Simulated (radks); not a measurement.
# V¹⁷⁺ in [He] 2s1.5 2p2.5: an all-electron calculation

What are the levels of the vanadium ion V17+, how large are its shells, and how does its energy divide?

Program: radks (a radial shooting solver on a logarithmic mesh, Libxc functionals) version 1. Level of theory: scalar-relativistic Kohn-Sham, Wu-Cohen GGA, spin-polarised, spherical densities, finite nucleus; open shells are filled with parallel spins first. These are calculated values, not measurements, unless marked.

### 1 What is computed

- element: vanadium (Z = 23)
- charge: +17
- electrons: 6
- configuration: [He] 2s1.5 2p2.5
- nuclear rms radius: 3.6002 fm

### 2 The calculation

Settings of this run:

```text
Z 23
configuration [He] 2s1.5 2p2.5
relativity scalar-relativistic
functional wc,pbe
spin polarised
nucleus finite rms 3.6002 fm
c 137.035999084
```

The run is started by

```
$ python run_ks.py task.json out
```

This one command runs every case of the session in turn.

**Question.** What will this run give?

As calculated:

```
                        quantity                      value
                    total energy         -725.18593 hartree
exchange-correlation share of it                     3.36 %
                            −T/E                     1.0118
          highest occupied level          2p up, -1215.9 eV
    most extended occupied level  2s down, <r> = 0.287 bohr
 radius at density 0.001 e/bohr³                 0.882 bohr
    maxima of the radial density                          2
```

What this shows: The radial density shows 2 maxima for 2 occupied principal shells. −T/E is 1.012: with relativity the kinetic term as defined here no longer equals −E. This is not the tabulated ground configuration, so its levels and sizes aren't those of the ground state, and no measured value stands beside it.
